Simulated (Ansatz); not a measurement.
**SbH3+ (doublet): from Hartree-Fock to the top rungs, def2-SVP**

How much of the correlation energy of SbH3+ (doublet) does each wave-function method recover here?

Program: Ansatz 0.2.0, Gaussian basis. Level of theory: def2-SVP, core rule «outside noble gas», up to 9 orbitals frozen. These are calculated values, not measurements.

To be run: UHF; CCSD(T) on ROHF; CCSD(T) on UHF; BCCD(T) on ROHF; CISD; CCSDT(Q) on ROHF; CCSDT(Q) on UHF; CCSDTQ on ROHF; CCSDTQ on UHF; CASSCF and MRCISD+Q, 7 electrons in 7 orbitals; CASSCF and NEVPT2, 7 electrons in 7 orbitals; Full CI.

2 further runs of the same task are left out: 2 set aside as unsound or not needed.

### 1 What is computed

The geometry is a PBE0/def2-TZVP stationary point (not a proven minimum). No spin-orbit coupling is included. Elements past krypton take def2 core potentials.

4 atoms, charge 1, spin multiplicity 2.

Atoms are counted from 1 here; the program's logs count them from 0.

Bond lengths: Sb1–H2 1.676 Å, Sb1–H3 1.676 Å, Sb1–H4 1.676 Å. Angles: H2–Sb1–H3 110.3°, H2–Sb1–H4 110.3°, H3–Sb1–H4 110.3°.

### 2 UHF

The input, in.yaml:

```yaml
crystal:
  periodic: [false, false, false]
  atoms:
    - {symbol: Sb, position_ang: [0.000036, -0.000016, -0.012964]}
    - {symbol: H, position_ang: [1.587283, 0.013487, 0.526454]}
    - {symbol: H, position_ang: [-0.806950, 1.370107, 0.518114]}
    - {symbol: H, position_ang: [-0.784704, -1.381681, 0.521537]}
basis:
  gaussian: {orbitals: def2-SVP}
total_charge: 1
magnetization: {spin_polarized: true, initial_magnetization: 1}
hamiltonian: {xc: hf}
output: {orbitals: {seedname: orbitals}}
```

The run is started by

```
$ ansatz run in.yaml --threads 1 --pin off --events-out ev --progress --plain --max-ram 3968MiB --backend cpu
```

After this run come: CCSD(T) on ROHF; CCSD(T) on UHF; BCCD(T) on ROHF; CISD; CCSDT(Q) on ROHF; CCSDT(Q) on UHF; CCSDTQ on ROHF; CCSDTQ on UHF; CASSCF and MRCISD+Q, 7 electrons in 7 orbitals; CASSCF and NEVPT2, 7 electrons in 7 orbitals; Full CI.

Before running them: what should the planned runs give, taken together? Wanted: FCI below the RHF energy; RMP2 from FCI; UMP2 from FCI; RCCSD from FCI; RCCSD(T) from FCI; UCCSD(T) from FCI; RCCSDT(Q) from FCI; UCCSDT(Q) from FCI; NEVPT2 valence from FCI.

As calculated:

| quantity | value |
| --- | --- |
| FCI below the RHF energy | -3.1312 eV |
| RMP2 from FCI | +758.2 meV |
| UMP2 from FCI | +749.2 meV |
| RCCSD from FCI | +79.0 meV |
| RCCSD(T) from FCI | +18.5 meV |
| UCCSD(T) from FCI | +12.1 meV |
| RCCSDT(Q) from FCI | -0.3 meV |
| UCCSDT(Q) from FCI | -6.8 meV |
| NEVPT2 valence from FCI | +476.5 meV |
| MRCISD+Q valence from FCI | -0.6 meV |
| levels within 1 kcal/mol (43 meV) | RCCSD(T), UCCSD(T), BCCD(T), RCCSDT, UCCSDT, RCCSDT(Q), UCCSDT(Q), RCCSDTQ, UCCSDTQ, MRCISD+Q valence |
| T1 diagnostic | 0.015 |
| effectively unpaired electrons | 1.04 |

**Reading.** RCCSD(T) lands +18.5 meV from the yardstick (0.6 % of the correlation energy). UCCSDT, UCCSDT(Q), UCCSDTQ fall below full CI: unrestricted runs freeze a spin-polarised core, another one than full CI's, and coupled cluster isn't variational. One determinant dominates. Of the multireference levels listed MRCISD+Q valence comes nearest in total energy (-0.6 meV), which doesn't show that its space is the better one. These misses are within one basis, not against nature; the frozen cores of restricted and unrestricted runs differ, which can shift their rows.
